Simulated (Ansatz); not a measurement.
Run this with the Ansatz DFT code, driven from Python and show what comes out.

Script `run_scan.py`:
```python
'''Potential curve of BH5OSn along one bond.'''

import ansatz as az
from ase import Atoms
import numpy as np


def main() -> None:
    atoms = Atoms(['B', 'Sn', 'O', 'H', 'H', 'H', 'H', 'H'], positions=[
        (-0.9983, 0.509, -0.9728),
        (0.7001, 0.1284, 0.308),
        (0.6559, -1.7775, 0.8192),
        (-1.1045, -0.0129, -2.0099),
        (-1.8462, 1.3471, -0.6677),
        (0.6212, 1.1464, 1.7426),
        (2.2034, 0.4868, -0.565),
        (-0.1393, -1.8845, 1.2897),
    ])
    bh5osn = az.Crystal.molecule_from_ase(atoms)

    symbols = [site.symbol for site in bh5osn.cartesian_sites]
    start = np.array([site.position_ang for site in bh5osn.cartesian_sites])
    axis = (start[6] - start[1]) / np.linalg.norm(start[6] - start[1])
    moving = [6]
    lengths, energies = [1.562, 1.633, 1.704, 1.775, 1.846, 1.917, 1.988, 2.094], []
    for length in lengths:
        xyz = start.copy()
        xyz[moving] += (length - np.linalg.norm(start[6] - start[1])) * axis
        point = az.Crystal.molecule()
        for symbol, place in zip(symbols, xyz):
            point = point.atom(symbol, place.tolist())
        calc = point.calculation().basis(gaussian='def2-SVP').functional('cam_b3lyp')
        summary = calc.run().report
        energies.append(summary['free_energy_ev'])
        print(f'r = {length:6.3f} A  E = {energies[-1]:.5f} eV  <S^2> = {abs(summary["mean_field"]["state"]["spin_squared"]):.3f}')

    # quartic fit about the minimum
    fit = np.polynomial.Polynomial.fit(lengths, np.array(energies) - min(energies), 4).convert()
    roots = [r.real for r in fit.deriv().roots() if abs(r.imag) < 1e-9 and fit.deriv(2)(r.real) > 0]
    r_e = min(roots, key=lambda r: abs(r - lengths[int(np.argmin(energies))]))
    print(f'minimum of the fit at {r_e:.4f} A, force constant {fit.deriv(2)(r_e):.2f} eV/A^2')


if __name__ == '__main__':
    main()
```

```console
$ python run_scan.py
r =  1.562 A  E = -8630.20133 eV  <S^2> = 0.000
r =  1.633 A  E = -8630.34302 eV  <S^2> = 0.000
r =  1.704 A  E = -8630.38914 eV  <S^2> = 0.000
r =  1.775 A  E = -8630.36269 eV  <S^2> = 0.000
r =  1.846 A  E = -8630.28157 eV  <S^2> = 0.000
r =  1.917 A  E = -8630.15979 eV  <S^2> = 0.000
r =  1.988 A  E = -8630.00833 eV  <S^2> = 0.000
r =  2.094 A  E = -8629.74508 eV  <S^2> = 0.000
minimum of the fit at 1.7107 A, force constant 14.08 eV/A^2
```

Notes:
- Total energies depend on the basis set; only differences at equal settings carry meaning.
- The rest of the molecule is held rigid at a force-field or estimated start geometry, and the basis set is modest; single-reference methods fail as a bond breaks.
- def2 sets replace the cores of elements past krypton by effective core potentials.
- The orbitals are restricted, so S² is zero by construction.
- The whole script took 19 s on 1 thread of Arm Neoverse V1, with other jobs on the host, peak memory 0.24 GiB.
